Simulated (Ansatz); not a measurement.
# SiSe in Ansatz: convergence with ecutrho ratio

Input of the first run (ecutrho ratio 4); the others differ in this setting and in those tied to it:

File input.yaml:

```yaml
crystal:
  lattice:
    - [3.5952, 0.0, 0.0]
    - [-1.7976, 3.11353, 0.0]
    - [0.0, 0.0, 3.59873]
  atoms:
    - { symbol: Si, position: [0.66667, 0.33333, 0.5] }
    - { symbol: Se, position: [0.0, 0.0, 0.0] }
hamiltonian:
  xc: pbesol
  pseudopotentials: { kind: paw, source: jth, xc_functional: pbe }
kpoints:
  mp_grid: { grid: [7, 7, 6] }
scf:
  occupations: { method: cold, width: 0.05 }
output:
  forces: true
  stress: true
  eigenvalues: true
basis:
  ecutrho_ratio: 4
```

Potentials or basis: JTH PAW.

The run is started by

```bash
$ ansatz run input.yaml --threads 2 --pin off --max-ram 5632MiB --backend cpu --events-out ev --progress --plain --runs-dir out
```

The cell was built by a generator and needn't be a form met in nature.

Hardware: 2 threads of Arm Neoverse V1, with other jobs on the host.

| ecutrho ratio | energy less the tightest run, at zero smearing (meV/atom) | SCF cycles | CPU time (s) | peak memory (GiB) |
| --- | --- | --- | --- | --- |
| 4 | 0.14 | 6 | 1.4 | 0.24 |
| 5 | 0.08 | 6 | 1.5 | 0.25 |
| 6 | 0.05 | 6 | 1.5 | 0.26 |
| 8 | 0.02 | 6 | 1.6 | 0.27 |
| 10 | 0.01 | 6 | 1.6 | 0.29 |
| 12 | 0.00 | 6 | 1.8 | 0.31 |

Against the tightest run, the energy stays within 1 meV/atom from 4 on. The tightest run that finished is the yardstick and may itself not be fully converged.
